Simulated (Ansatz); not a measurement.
# ZrB4F: the cost of one run

Computed with Ansatz 0.2.0 (DFT PBE, scalar-relativistic, plane waves, PAW, unless a step's input says otherwise).

1 further run of the same task is left out (it didn't finish).

### 1 The system as given

Symmetry: P4/mmm, No. 123, tetragonal system. The conventional cell has a = 3.580 Å, b = 3.580 Å, c = 5.073 Å, α = 90.00°, β = 90.00°, γ = 90.00°. Zr (site symmetry 4/mmm) has 8 B at 2.17 Å as nearest neighbours. B (site symmetry 2mm) has 2 Zr at 2.17 Å and 2 F at 2.21 Å as nearest neighbours. F (site symmetry 4/mmm) has 8 B at 2.21 Å as nearest neighbours.

Coordinates:

```
CELL_PARAMETERS angstrom
3.57951 0.00000 0.00000
0.00000 3.57951 0.00000
0.00000 0.00000 5.07308
ATOMIC_POSITIONS crystal
Zr 0.00000 0.00000 0.00000
B 0.50000 0.00000 0.75658
B 0.00000 0.50000 0.24342
B 0.50000 0.00000 0.24342
B 0.00000 0.50000 0.75658
F 0.50000 0.50000 0.50000
```

A structure generator made this guess: species swapped into a database cell of Na4SeS (P4/mmm, No. 123), with B on the Na sites, F on the Se sites and Zr on the S sites. Its size is a rough estimate.

### 2 The guess as it stands, on a coarse mesh

Contents of input.yaml:

```yaml
crystal:
  lattice:
    - [3.57951285, 0.0, 0.0]
    - [0.0, 3.57951285, 0.0]
    - [0.0, 0.0, 5.0730757]
  atoms:
    - { symbol: Zr, position: [0.0, 0.0, 0.0] }
    - { symbol: B, position: [0.5, 0.0, 0.75658] }
    - { symbol: B, position: [0.0, 0.5, 0.24342] }
    - { symbol: B, position: [0.5, 0.0, 0.24342] }
    - { symbol: B, position: [0.0, 0.5, 0.75658] }
    - { symbol: F, position: [0.5, 0.5, 0.5] }
basis:
  ecutwfc: 420
kpoints:
  mp_grid: { grid: [6, 6, 4] }
hamiltonian:
  xc: pbe
scf:
  occupations: { method: gaussian, width: 0.1 }
  lower_state_search: "off"
output:
  forces: true
  stress: true
  eigenvalues: true
```

Started as:

```console
$ ansatz run input.yaml --threads 1 --pin off --max-ram 2048MiB --backend cpu --events-out ev --progress --plain --runs-dir out
```

**Question.** How long does this run take on 1 thread of Arm Neoverse V1, shared host, and how much memory does it need?

About 2.6 s, with a peak of 0.33 GiB.
